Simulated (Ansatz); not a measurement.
**Ti3Sn (Pm-3m): scan of the energy under strain**

What does a strain cost in Ti3Sn (Pm-3m)? Aim: a scan of the energy under strain, for Ti3Sn (Pm-3m), run from a script.

Program: Ansatz 0.2.0, driven from Python. Level of theory: DFT PBEsol, plane waves, PAW. These are calculated values, not measurements.

## (1) The structure

It takes space group Pm-3m (No. 221, cubic). Conventional cell: a = 4.157 Å, b = 4.157 Å, c = 4.157 Å, α = 90.00°, β = 90.00°, γ = 90.00°. Around Ti (site symmetry 4/mmm) lie 8 Ti at 2.94 Å and 4 Sn at 2.94 Å. Sn (site symmetry m-3m) is surrounded by 12 Ti at 2.94 Å.

The script holds or builds the structure itself.

## (2) The script

Contents of ti3sn.py:

```python
"""A uniaxial strain scan of Ti3Sn."""

import warnings

import ansatz as az
import matplotlib.pyplot as plt
import numpy as np

VECTORS = np.array([
    [4.156929, 0.0, 0.0],
    [0.0, 4.156929, 0.0],
    [0.0, 0.0, 4.156929],
])
SITES = [
    ("Ti", [0.5, 0.5, 0.0]),
    ("Ti", [0.5, 0.0, 0.5]),
    ("Ti", [0.0, 0.5, 0.5]),
    ("Sn", [0.0, 0.0, 0.0]),
]


def on_lattice(cell):
    crystal = az.Crystal(lattice=az.Lattice.of(cell))
    for symbol, position in SITES:
        crystal = crystal.atom(symbol, position)
    return crystal

warnings.simplefilter("ignore", az.DeckWarning)

# clamped ions: the fractional positions stay as typed
values = np.linspace(-0.02, 0.02, 7)
energies = []
for d in values:
    strain = np.diag([0, 0, d])
    cell = VECTORS @ (np.eye(3) + strain)
    job = (
        on_lattice(cell).calculation()
        .functional("pbesol")
        .occupations("methfessel_paxton", width=0.05)  # fractional filling near the Fermi level
        .basis(520)
        .kpoints(8, 8, 8)  # sampling of the Brillouin zone
    )
    report = job.run().report
    energies.append(report["free_energy_ev"] / len(SITES))
    print(f"d = {d:+.4f}  F = {energies[-1]:.5f} eV/atom")
energies = np.array(energies)

for value, e in zip(values, energies):
    print(f"strain {value:7.3f}   E - Emin = {1000 * (e - energies.min()):9.3f} meV/atom")
plt.figure(figsize=(4.5, 3))
plt.plot(values, 1000 * (energies - energies.min()), "o-")
plt.xlabel("strain")
plt.ylabel("meV/atom")
plt.tight_layout()
plt.savefig("strain.png", dpi=100)
curvature = 2 * np.polyfit(values, energies, 3)[1]
volume = abs(np.linalg.det(VECTORS)) / len(SITES)
print(f"d2E/dd2 over the volume: {curvature / volume * 160.21766:.1f} GPa")
```

## (3) The calls as engine input

The package turns the script's settings into the engine's input (first run):

```yaml
crystal:
  lattice:
    - [4.156929, 0.0, 0.0]
    - [0.0, 4.156929, 0.0]
    - [0.0, 0.0, 4.07379042]
  atoms:
    - { symbol: Ti, position: [0.5, 0.5, 0.0] }
    - { symbol: Ti, position: [0.5, 0.0, 0.5] }
    - { symbol: Ti, position: [0.0, 0.5, 0.5] }
    - { symbol: Sn, position: [0.0, 0.0, 0.0] }
basis:
  ecutwfc: 520.0
kpoints:
  mp_grid:
    grid: [8, 8, 8]
hamiltonian:
  xc: pbesol
scf:
  occupations:
    method: methfessel_paxton
    width: 0.05
```

## (4) Launch

The run is started by

```console
python ti3sn.py
```

**Question.** How much energy does this uniaxial strain cost, and what curvature follows?

**Answer**, as computed:

| quantity | value |
| --- | --- |
| curvature under the strain | 114.7 GPa |
| runs compared | 7 |
| range of energy | 16.56 meV/atom |
| lowest point, strain | -0.020 |

In words: Against the unstrained cell the energy per atom changes by -5.72 meV at one end of the scan and +10.84 meV at the other, and its second derivative over the volume is 114.7 GPa. The lowest row is an end of the scan, as the cell stands under stress. Reading the output:
- The curvature belongs to this strain pattern and to the cell's stress; it equals a single elastic constant only for simple patterns.
- In a metal a curvature from energy changes of a few meV or less hangs on mesh and smearing, in size and even in sign.
- The structure comes from a database of computed cells and needn't be a stable or known phase.
- The ions keep their fractional positions (clamped ions).
